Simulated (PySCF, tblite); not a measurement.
**C₉H₁₅O+: geometry, infrared bands and NMR shifts**

Aim: predict the infrared bands and NMR shifts of C₉H₁₅O+ (`CC[C@@H](C#[O+])C1CCCC1`).

The runs use tblite 0.8.0 and PySCF 2.14.0, with density-fitted response routines of our own; the level of theory stands in each step. All values are computed, except where a source is named. Atoms are numbered from 0 throughout.

### Step 1. The starting structure

25 atoms, charge 1, multiplicity 1; geometry from: force field or distance geometry start.

Bonds of the start (Å): C0–C1 1.54, C1–C2 1.54, C2–C3 1.46, C3–O4 1.14, C2–C5 1.56, C5–C6 1.53, C6–C7 1.52, C7–C8 1.53, C8–C9 1.51, C9–C5 1.53, C0–H10 1.10, C0–H11 1.11, C0–H12 1.10, C1–H13 1.12, C1–H14 1.11, C2–H15 1.11, C5–H16 1.12, C6–H17 1.11, C6–H18 1.12, C7–H19 1.11, C7–H20 1.12, C8–H21 1.11, C8–H22 1.12, C9–H23 1.12, C9–H24 1.11.

### Step 2. Optimising the geometry with GFN2-xTB

The job: settings as JSON, then the geometry in Å.

```
{"job": {"kind": "relax", "xc": "GFN2-xTB", "basis": "xTB"}, "charge": 1, "multiplicity": 1}
C      3.336500     0.556500    -0.475300
C      2.014600     0.607500     0.308100
C      0.984800    -0.412300    -0.203600
C      1.472200    -1.776800    -0.017500
O      1.851500    -2.837600     0.149600
C     -0.397000    -0.238000     0.505500
C     -1.033600     1.133600     0.267700
C     -2.534100     0.926900     0.401700
C     -2.783900    -0.585500     0.334100
C     -1.452500    -1.230900     0.027500
H      4.012400     1.344100    -0.099400
H      3.129400     0.742900    -1.550200
H      3.822000    -0.424000    -0.346000
H      2.238500     0.408100     1.389400
H      1.616200     1.644200     0.237400
H      0.833000    -0.247200    -1.286700
H     -0.255100    -0.374500     1.609200
H     -0.803100     1.493000    -0.752900
H     -0.676100     1.878800     1.020500
H     -3.068300     1.445200    -0.421400
H     -2.907000     1.333000     1.372200
H     -3.540100    -0.830500    -0.447000
H     -3.153600    -0.936900     1.329900
H     -1.369000    -1.388900    -1.077100
H     -1.348500    -2.206500     0.539800
```

Launch:

```bash
$ OMP_NUM_THREADS=1 python probes_run.py task.json out
```

One launch serves the whole session: the jobs run in the order shown.

**Question.** This job is followed by: GFN2-xTB harmonic vibrations, gas phase; GIAO PBE0/pcSseg-1 NMR shielding, non-relativistic, gas phase. Predict these results of the whole session: strongest single infrared mode (GFN2-xTB); zero-point energy (GFN2-xTB); ¹³C shifts against TMS (PBE0/pcSseg-1); ¹H shifts against TMS (PBE0/pcSseg-1, means over atoms taken as alike); ¹⁷O shifts against H2O (PBE0/pcSseg-1).

**Answer**, as computed:

| quantity | value |
| --- | --- |
| strongest single infrared mode (GFN2-xTB) | 2276 cm⁻¹, 1261 km/mol |
| zero-point energy (GFN2-xTB) | 137.8 kcal/mol |
| ¹³C shifts against TMS (PBE0/pcSseg-1) | 167.6, 55.2, 40.0, 37.1, 36.9, 34.1, 26.4, 25.3, 17.4 ppm |
| ¹H shifts against TMS (PBE0/pcSseg-1, means over atoms taken as alike) | 3.08, 2.95, 2.67, 2.63, 2.50, 2.45, 2.40, 2.29, 2.14, 2.08, 1.63, 1.45, 1.44 ppm |
| ¹⁷O shifts against H2O (PBE0/pcSseg-1) | 353.2 ppm |

Over 63 steps the energy fell by 0.388 eV; of the close pairs, C2–C3 changed most, 1.461 to 1.377 Å. The lowest mode is imaginary (40i cm⁻¹), so the xTB geometry is not a minimum. The strongest single mode, at 2276 cm⁻¹, moves mainly C3 and O4. GFN2-xTB is a fitted tight-binding method: band positions and strengths are rough. Its intensities can rank the bands wrongly. At PBE0/pcSseg-1: Shielding is most anisotropic at O4 (span 495 ppm, paramagnetic term -417 ppm).
